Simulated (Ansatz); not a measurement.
# Al2Cu: a line through a two-coordinate scan

One line of a two-coordinate grid on Al₂Cu (Fm-3m, No. 225; 3 atoms in the cell): lattice constant a (and b) is varied, at lattice constant c = 5.954 Å.

Program: Ansatz 0.2.0. Level of theory: DFT LDA, scalar-relativistic, plane waves, PAW. These are calculated values, not measurements.

18 further runs of the same task are left out: 1 that didn't finish, 17 set aside as unsound or not needed. Runs told in other sessions of the task aren't counted.

### 1 The starting structure

It takes space group Fm-3m (No. 225, cubic). The conventional cell has a = 5.670 Å, b = 5.670 Å, c = 5.670 Å, α = 90.00°, β = 90.00°, γ = 90.00°. Al (site symmetry -43m) is surrounded by 4 Cu at 2.46 Å. Around Cu (site symmetry m-3m) lie 8 Al at 2.46 Å.

Structure file:

```cif
data_structure
_symmetry_space_group_name_H-M 'Fm-3m'
_symmetry_Int_Tables_number 225
_cell_length_a 5.6701
_cell_length_b 5.6701
_cell_length_c 5.6701
_cell_angle_alpha 90.000
_cell_angle_beta 90.000
_cell_angle_gamma 90.000
_cell_volume 182.30
loop_
_atom_site_label
_atom_site_type_symbol
_atom_site_symmetry_multiplicity
_atom_site_Wyckoff_symbol
_atom_site_fract_x
_atom_site_fract_y
_atom_site_fract_z
_atom_site_occupancy
Al1 Al 8 c 0.75000 0.25000 0.25000 1
Cu1 Cu 4 b 0.00000 0.50000 0.00000 1
```

It goes back to an entry of the Materials Project, which need not be the stable form.

It is the result of an earlier relaxation at this level (volume 15.19 Å³/atom; gap on the mesh: none (metal)).

### 2 Plan of the line

The energy is mapped over the lattice constants a and c of the conventional cell.

- lattice constant a (and b): 7 values from 5.273 to 6.067 Å
- lattice constant c: 7 values from 5.387 to 5.954 Å

Nothing else is relaxed (symmetry fixes all fractional coordinates). Energies count from the relaxed crystal. Points are written as (first, second).

### 3 Point (5.273 Å, 5.954 Å)

Contents of input.yaml:

```yaml
crystal:
  lattice:
    - [-1.8643577393, 1.8643577393, 2.97685]
    - [1.8643577393, -1.8643577393, 2.97685]
    - [1.8643577393, 1.8643577393, -2.97685]
  atoms:
    - { symbol: Al, position: [0.75, 0.25, 0.5] }
    - { symbol: Al, position: [0.25, 0.75, 0.5] }
    - { symbol: Cu, position: [0.5, 0.5, 0.0] }
basis:
  ecutwfc: 520.0
kpoints:
  mp_grid: { grid: [14, 14, 14] }
hamiltonian:
  xc: lda
  pseudopotentials: { kind: paw, azcp: { folder: soft_1 } }
scf:
  occupations: { method: gaussian, width: 0.15 }
output:
  forces: true
  stress: true
  eigenvalues: true
```

On the command line:

```
$ ansatz run input.yaml --threads 2 --pin off --max-ram 4096MiB --backend cpu --events-out ev --progress --plain --runs-dir out
```

Further runs follow: the other points of the line.

Q: Predict the outcome of this session. Wanted: for each run, lattice constant a; energy; slope; pressure.

The runs gave:

| lattice constant a (and b) (Å) | step | energy (meV/atom) | slope (meV/atom per Å) | pressure (GPa) |
| --- | --- | --- | --- | --- |
| 5.273 | 3 | 102 | −595 | 13.8 |
| 5.405 | 4 | 42 | −315 | 6.2 |
| 5.538 | 5 | 17 | −82 | 0.1 |
| 5.670 | 6 | 19 | 115 | −4.7 |
| 5.802 | – | 46 | 280 | −8.5 |
| 5.935 | 7 | 92 | 412 | −11.3 |
| 6.067 | 8 | 153 | 513 | −13.3 |

Energies count from the relaxed crystal. Rows without a step come from runs not printed here or follow by symmetry. Slopes come from the forces (and the stress, where the cell changes), not from differences of energies.

Of the points computed the energy is lowest at 5.538 Å, 17 meV/atom from the zero. A fit to energies and slopes at the lowest point and its two neighbours puts the minimum at 5.5907 Å, with a curvature of about 1500 meV/atom per Å². The highest point computed, at 6.067 Å, lies 137 meV/atom above the lowest. This is one cut through a surface in two coordinates; the map's lowest point lies off it.
